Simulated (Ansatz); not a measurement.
# GaN₂H (triplet): from Hartree-Fock to the top rungs, cc-pVDZ

One table from this session's results is given with a row withheld; the runs are named, their logs left out.

Computed with Ansatz 0.2.0, Gaussian basis. Level: cc-pVDZ, core rule «outside noble gas», up to 16 orbitals frozen.

The runs, in order: UHF; CCSD(T) on ROHF; CCSD(T) on UHF; BCCD(T) on ROHF; CISD; CCSDT(Q) on ROHF; CCSDT(Q) on UHF.

34 further runs of the same task are left out: 4 for a known fault of the program, 11 that didn't finish, 19 set aside as unsound or not needed.

## The geometry

The geometry is a PBE0/def2-TZVP stationary point (not a proven minimum). No spin-orbit coupling is included. The filled d shell of Ga may be among the frozen orbitals whatever the setting's name suggests; the logs give the count.

4 atoms, charge 0, spin multiplicity 3.

Atoms are counted from 1 here; the program's logs count them from 0.

Bond lengths: Ga1–N2 1.931 Å, N2–N3 1.221 Å, N3–H4 1.025 Å. Angles: Ga1–N2–N3 159.6°, N2–N3–H4 120.5°.

Coordinates:

```xyz
4

Ga    0.00001   -0.12841    2.21604
N     0.00005    0.02711    0.29150
N     0.00001   -0.30406   -0.88385
H    -0.00007    0.40536   -1.62369
```

Set-up of the first run:

in.yaml

```yaml
crystal:
  periodic: [false, false, false]
  atoms:
    - {symbol: Ga, position_ang: [0.000012, -0.128408, 2.216041]}
    - {symbol: N, position_ang: [0.000052, 0.027110, 0.291499]}
    - {symbol: N, position_ang: [0.000009, -0.304058, -0.883846]}
    - {symbol: H, position_ang: [-0.000074, 0.405356, -1.623694]}
basis:
  gaussian: {orbitals: cc-pVDZ}
magnetization: {spin_polarized: true, initial_magnetization: 2}
hamiltonian: {xc: hf}
output: {orbitals: {seedname: orbitals}}
```

Launch:

```sh
$ ansatz run in.yaml --threads 1 --pin off --events-out ev --progress --plain --max-ram 2393MiB
```

Among the steps run: UHF; CCSD(T) on ROHF; CCSD(T) on UHF; BCCD(T) on ROHF; CISD; CCSDT(Q) on ROHF; CCSDT(Q) on UHF.

One table of the session follows, with a row left open; its other results are not shown here.

It belongs to the step «Misses and costs». 

| method | from UCCSDT(Q) (meV) |
| --- | --- |
| ROHF | +10858.9 |
| UHF | ? |
| RMP2 | +1098.9 |
| UMP2 | +1255.6 |
| RCCSD | +478.2 |
| UCCSD | +462.0 |
| RCCSD(T) | +83.0 |
| UCCSD(T) | +84.4 |
| BCCD(T) | +82.7 |
| RCCSDT | +53.6 |
| UCCSDT | +50.9 |
| RCCSDT(Q) | +7.2 |
| UCCSDT(Q) | 0 |

Estimate the missing values for UHF.

The run gave: from UCCSDT(Q) (meV): +10550.1. In the column «from UCCSDT(Q) (meV)» it lies between UMP2 (+1255.6) and ROHF (+10858.9).

Not comparable, so not listed: CISD (they don't share determinant, frozen orbitals or solution with the rows shown, or repeat one).

To keep in mind: Restricted and unrestricted rows rest on different reference determinants; where their highest levels disagree by more than a few hundredths of an eV, they describe different states and don't form one ladder.
